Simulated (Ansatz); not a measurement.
Debugging relaxations under a series of pressures of RbAsO3, space group Pm-3m (Ansatz 0.2.0 through its Python package).

`compress_rbaso3.py`:
```python
"""Cell of RbAsO3 under pressure."""

import ansatz as az
import numpy as np
import pandas as pd

ECUT = 450
FUNCTIONAL = "pbesol"
FILLING = "fixed"

def edges_and_angles(cell):
    cell = np.asarray(cell)
    a, b, c = np.linalg.norm(cell, axis=1)
    cosines = cell[1] @ cell[2] / (b * c), cell[0] @ cell[2] / (a * c), cell[0] @ cell[1] / (a * b)
    return (a, b, c, *np.degrees(np.arccos(cosines)))

cell = (
    az.Lattice.of((3.939416, 0.0, 0.0), (0.0, 3.939416, 0.0), (0.0, 0.0, 3.939416))
    .atom("Rb", (0.0, 0.0, 0.0))
    .atom("As", (0.5, 0.5, 0.5))
    .atom("O", (0.5, 0.5, 0.0))
    .atom("O", (0.5, 0.0, 0.5))
    .atom("O", (0.0, 0.5, 0.5))
)

job = (
    cell.calculation()
    .basis(ECUT)
    .functional(FUNCTIONAL)
    .kpoints(6)
    .occupations(FILLING)
)

# H = F + PV, with 1 GPa A^3 = 1/160.21766 eV
rows = []
for pressure in [0, 10, 20, 30, 40]:
    res = job.relax(cell=True, pressure=pressure).run()
    cell = res.lattice.cell_ang
    n_atoms = len(res.lattice.sites)
    volume = abs(np.linalg.det(cell)) / n_atoms
    enthalpy = res.report["free_energy_ev"] / n_atoms + pressure * volume / 160.21766
    rows.append((pressure, volume, enthalpy, *edges_and_angles(cell)))
    print(f"{pressure} GPa done: {volume:.4f} A^3/atom")

table = pd.DataFrame(rows, columns=["P_GPa", "V_A3_atom", "H_eV_atom", "a", "b", "c", "alpha", "beta", "gamma"])
print(table.round(4).to_string(index=False))
p, v = np.array([row[0] for row in rows], float), np.array([row[1] for row in rows])
print("mean bulk modulus between rows (GPa):", np.round(-np.diff(p) / np.diff(np.log(v)), 1))
```

```console
$ python compress_rbaso3.py
RunWarning: iter 1: σ=0 fill of 21 bands saw a band overlap (occupied 8.6451 eV > unoccupied 8.0164 eV) — on an unconverged iterate often a transient of an unconverged empty band; one that stands at the close is told there (band_overlap_at_count); if the run fails to converge, the spectrum is likely genuinely metallic at σ=0 — use a smearing of finite width or the tetrahedron method (which not every kind of run takes: see the entry of scf.occupations.method in the input reference), with at [...]
RunWarning: a fill by count may have filled part of one level: at k-index 0 the highest filled band, 8.871916 eV, and the lowest empty band, 8.871916 eV, stand 8.882e-15 eV apart, within the solve's uncertainty, 7.071e-6 eV. If they are one level, whatever splits it, however little, can move the result. A smearing (`scf.occupations.method` with a `width`) well over the split that the run's distortions make, where the deck can take one, can fill the level evenly. On an open shell (a free atom, a [...]
RunWarning: the bands overlap at the fill by count (21 filled at each k-point of a channel): the highest filled level, 9.365231 eV at k-index 19, stands 0.5416 eV over the lowest empty one, 8.823592 eV at k-index 1, so that a fill of the lowest levels lies lower and no gap is reported. A metal, or a carrier in a host's bands, wants a smearing of finite width or the tetrahedron method (`scf.occupations.method`). A defect's level that its images broaden is meant whole, and this fill is then the [...]
0 GPa done: 11.4737 A^3/atom
10 GPa done: 10.7062 A^3/atom
20 GPa done: 10.1895 A^3/atom
30 GPa done: 9.7862 A^3/atom
40 GPa done: 9.4567 A^3/atom
 P_GPa  V_A3_atom  H_eV_atom      a      b      c  alpha  beta  gamma
     0    11.4737 -1942.0389 3.8568 3.8568 3.8568   90.0  90.0   90.0
    10    10.7062 -1941.3487 3.7688 3.7688 3.7688   90.0  90.0   90.0
    20    10.1895 -1940.6974 3.7072 3.7072 3.7072   90.0  90.0   90.0
    30     9.7862 -1940.0744 3.6576 3.6576 3.6576   90.0  90.0   90.0
    40     9.4567 -1939.4742 3.6161 3.6161 3.6161   90.0  90.0   90.0
mean bulk modulus between rows (GPa): [144.4 202.2 247.7 291.9]
```
(Warnings from the package without file and line, shortened, repeats left out.)

The script ran to its end, but the result can't be trusted. Why?

The fault: fixed occupations, though the bands overlap at this level of theory. The change:

```diff
--- before
+++ after
@@ -8,3 +8,4 @@
 FUNCTIONAL = "pbesol"
-FILLING = "fixed"
+FILLING = "fermi_dirac"
+SMEARING_WIDTH = 0.05
 
@@ -30,3 +31,3 @@
     .kpoints(6)
-    .occupations(FILLING)
+    .occupations(FILLING, width=SMEARING_WIDTH)
 )
```

The mended script runs so:

Output of `python compress_rbaso3.py`:
```text
0 GPa done: 11.5918 A^3/atom
10 GPa done: 10.8333 A^3/atom
20 GPa done: 10.2581 A^3/atom
30 GPa done: 9.8169 A^3/atom
40 GPa done: 9.4780 A^3/atom
 P_GPa  V_A3_atom  H_eV_atom      a      b      c  alpha  beta  gamma
     0    11.5918 -1942.0601 3.8700 3.8700 3.8700   90.0  90.0   90.0
    10    10.8333 -1941.3608 3.7836 3.7836 3.7836   90.0  90.0   90.0
    20    10.2581 -1940.7033 3.7155 3.7155 3.7155   90.0  90.0   90.0
    30     9.8169 -1940.0777 3.6614 3.6614 3.6614   90.0  90.0   90.0
    40     9.4780 -1939.4758 3.6188 3.6188 3.6188   90.0  90.0   90.0
mean bulk modulus between rows (GPa): [147.8 183.3 227.5 284.7]
```

Caveats:
- Absolute energies stand on the zero of these potentials, so only differences at equal settings mean something.
- At a fixed pressure a relaxation lowers the enthalpy F + PV, while F alone can rise.
- The mesh is modest for a metal, so energies can be off by several to tens of meV an atom and pressures by half a GPa or more; differences at equal mesh fare better.
- This cell is a computed structure, which may not be the phase found in nature.
- Symmetry holds the cell in this phase, whether or not it is the stable one at each pressure.
- Wall time of the script: 89 s on 1 thread of Intel(R) Xeon(R) Platinum 8259CL CPU @ 2.50GHz (Skylake/Cascade Lake), with other jobs on the host, peak memory 0.51 GiB.
